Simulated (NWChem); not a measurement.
**One shape, several levels: SnCl2F (SMILES [F][Sn]([Cl])[Cl])**

We compute a comparison of 3 runs (UHF/STO-3G, UHF/3-21G, UPBE/STO-3G) of SnCl2F. 

The results are computed with NWChem 7.3.0.

## Step 1: The system as given

The species is SnCl2F (4 atoms), meant as a doublet with charge 0. SMILES: `[F][Sn]([Cl])[Cl]`. The shape is that of a PBE0-D4/def2-TZVP optimisation.

Bond lengths: F1–Sn2 1.915 Å, Sn2–Cl3 2.326 Å, Sn2–Cl4 2.326 Å. Angles: F1–Sn2–Cl3 105.4°, F1–Sn2–Cl4 105.4°, Cl3–Sn2–Cl4 110.0°.

## Step 2: Energy and forces at UHF/STO-3G (run 1)

File a.nw:

```
start a
memory total 2200 mb

geometry noautosym nocenter noautoz
  F       -1.342200      -0.947800       0.824100
  Sn      -0.021000       0.389300       0.457000
  Cl       1.999000      -0.756900       0.326700
  Cl      -0.580300       1.255100      -1.628300
end

basis spherical bse
  * library STO-3G
end

scf
  doublet
  uhf
  thresh 1e-08
  maxiter 80
  print low
end

task scf gradient
```

Command:

```sh
nwchem a.nw > a.out
```

The program printed:

```text
[...]
  functions       =    50
[...]
  wavefunction    = UHF
[...]
         Total SCF energy =  -6970.627464782809
      One electron energy = -10839.614693871868
      Two electron energy =   3269.931751123674
 Nuclear repulsion energy =    599.055477965386
                       Sz =      0.5000
                 Sz(Sz+1) =      0.7500
                      S^2 =      0.7558
[...]
                         UHF ENERGY GRADIENTS
    atom               coordinates                        gradient
                 x          y          z           x          y          z
   1 F      -2.536390  -1.791082   1.557323   -0.015928  -0.013869   0.006743
   2 Sn     -0.039684   0.735670   0.863605    0.012689   0.010424  -0.006044
   3 Cl      3.777562  -1.430334   0.617373    0.005938  -0.001645   0.002917
   4 Cl     -1.096608   2.371795  -3.077041   -0.002699   0.005090  -0.003617
 Task  times  cpu:        6.4s     wall:        6.4s
 Total times  cpu:        6.4s     wall:        6.4s
```

Run time: 7.2 s. Hardware: 1 thread of AMD EPYC 9R45 (Zen 5), shared host; peak memory 0.1 GiB.

## Step 3: Energy and gradient at UHF/3-21G (run 2)

File m1.nw:

```
start m1
memory 2200 mb

geometry units angstrom noautosym nocenter noautoz
   F     -1.342200    -0.947800     0.824100
   Sn    -0.021000     0.389300     0.457000
   Cl     1.999000    -0.756900     0.326700
   Cl    -0.580300     1.255100    -1.628300
end

basis spherical bse
   * library 3-21G
end

scf
   doublet
   uhf
   thresh 1e-08
   maxiter 80
end

task scf gradient
```

Command:

```sh
nwchem m1.nw > m1.out
```

The program printed:

```text
[...]
  functions       =    66
[...]
  wavefunction    = UHF
[...]
         Total SCF energy =  -7009.900760920579
      One electron energy = -10869.387931164125
      Two electron energy =   3260.431692278160
 Nuclear repulsion energy =    599.055477965386
                       Sz =      0.5000
                 Sz(Sz+1) =      0.7500
                      S^2 =      0.7570
[...]
                         UHF ENERGY GRADIENTS
    atom               coordinates                        gradient
                 x          y          z           x          y          z
   1 F      -2.536390  -1.791082   1.557323   -0.012696  -0.013204   0.003163
   2 Sn     -0.039684   0.735670   0.863605    0.029968   0.010537  -0.028727
   3 Cl      3.777562  -1.430334   0.617373   -0.022924   0.012481   0.001945
   4 Cl     -1.096608   2.371795  -3.077041    0.005652  -0.009813   0.023619
[...]
```

Wall time 7.2 s (1 thread of AMD EPYC 9R45 (Zen 5), shared host); peak memory 0.1 GiB.

## Step 4: Energy and gradient at UPBE/STO-3G (run 3)

File run.py:

```python
from ase import Atoms
from ase.calculators.nwchem import NWChem

atoms = Atoms(['F', 'Sn', 'Cl', 'Cl'], positions=[
    [-1.342200, -0.947800, 0.824100],
    [-0.021000, 0.389300, 0.457000],
    [1.999000, -0.756900, 0.326700],
    [-0.580300, 1.255100, -1.628300],
])

calc = NWChem(
    label='nw',
    theory='dft',
    memory='2200 mb',
    basis='STO-3G',
    basispar='spherical bse',
    dft={'xc': 'xpbe96 cpbe96', 'mult': '2', 'grid': 'xfine', 'convergence': 'energy 1e-08', 'iterations': '100', 'mulliken': None},
)
atoms.calc = calc

forces = atoms.get_forces()
print("Total energy (eV):", round(atoms.get_potential_energy(), 6))
print("forces (eV/A):")
for s, f in zip(atoms.symbols, forces):
    print(f"{s:2s} {f[0]:10.5f} {f[1]:10.5f} {f[2]:10.5f}")
```

Command:

```sh
export ASE_NWCHEM_COMMAND="nwchem PREFIX.nwi > PREFIX.nwo"
python run.py
```

The program printed:

```text
Total energy (eV): -189747.591614
forces (eV/A):
F     0.22662    0.07708   -0.21973
Sn   -0.36350    0.22425    0.71168
Cl    0.16707   -0.22765   -0.17093
Cl   -0.03018   -0.07369   -0.32098
```

The calculator wrote nw.nwi:

```
title "nw"

permanent_dir nw

scratch_dir nw

start nw

geometry units angstrom nocenter noautosym noautoz
  F  -1.3422000000000001e+00 -9.4779999999999998e-01 8.2410000000000005e-01
  Sn -2.1000000000000001e-02 3.8929999999999998e-01 4.5700000000000002e-01
  Cl 1.9990000000000001e+00 -7.5690000000000002e-01 3.2669999999999999e-01
  Cl -5.8030000000000004e-01 1.2551000000000001e+00 -1.6283000000000001e+00
end

memory 2200 mb

basis spherical bse noprint
   * library STO-3G
end

dft
  xc xpbe96 cpbe96
  mult 2
  grid xfine
  convergence energy 1e-08
  iterations 100
  mulliken
end

task dft gradient
```

nw.nwo (excerpt; [...] marks lines left out):

```text
[...]
  Singularity in Pulay matrix. Error and Fock matrices removed.
[... 9 lines left out ...]
  Singularity in Pulay matrix. Error and Fock matrices removed.
  Singularity in Pulay matrix. Error and Fock matrices removed.
[...]
  Singularity in Pulay matrix. Error and Fock matrices removed.
[... 2 lines left out ...]
  Singularity in Pulay matrix. Error and Fock matrices removed.
  Singularity in Pulay matrix. Error and Fock matrices removed.
  Singularity in Pulay matrix. Error and Fock matrices removed.
[... 4 lines left out ...]
      One electron energy =   -10840.087721657701
[... 8 lines left out ...]
                    DFT Final Alpha Molecular Orbital Analysis
[... 888 lines left out ...]
          Convergence on gradient requested:  5.00D-04
[... 24 lines left out ...]
          total energy or number of iterations.
[...]
  wavefunction    = open shell
                         DFT ENERGY GRADIENTS
    atom               coordinates                        gradient
                 x          y          z           x          y          z
   1 F      -2.536390  -1.791082   1.557323   -0.004407  -0.001499   0.004273
   2 Sn     -0.039684   0.735670   0.863605    0.007069  -0.004361  -0.013840
   3 Cl      3.777562  -1.430334   0.617373   -0.003249   0.004427   0.003324
   4 Cl     -1.096608   2.371795  -3.077041    0.000587   0.001433   0.006242
[...]
```

It took 32 s on 1 thread of AMD EPYC 9R45 (Zen 5), shared host; peak memory 0.13 GiB.

## Step 5: The series

| run | level | iteration cap | module | energy (Eh) | ⟨S²⟩ | largest force (eV/Å) | wall time |
| --- | --- | --- | --- | --- | --- | --- | --- |
| 1 | UHF/STO-3G | 80 | scf | -6970.627465 | 0.756 | 1.140 | 7.2 s |
| 2 | UHF/3-21G | 80 | scf | -7009.900761 | 0.757 | 2.202 | 7.2 s |
| 3 | UPBE/STO-3G | 100 | dft | -6973.095433 | 0.751 | 0.830 | 32 s |

## Step 6: Results

```
                                 quantity           value
                      run 3: total energy  -6973.09543 Eh
                     run 3: dipole moment          2.88 D
run 3: HOMO energy (highest over α and β)        -3.24 eV
 run 3: LUMO energy (lowest over α and β)        -2.25 eV
                              run 3: ⟨S²⟩           0.751
          run 3: largest force on an atom      0.830 eV/Å
```

In words: In runs 1, 3 the basis is minimal, so the values are rough. In runs 1, 2, 3 relativity is left out where basis or elements ask for it. All runs together took 47 s, the longest 32 s.
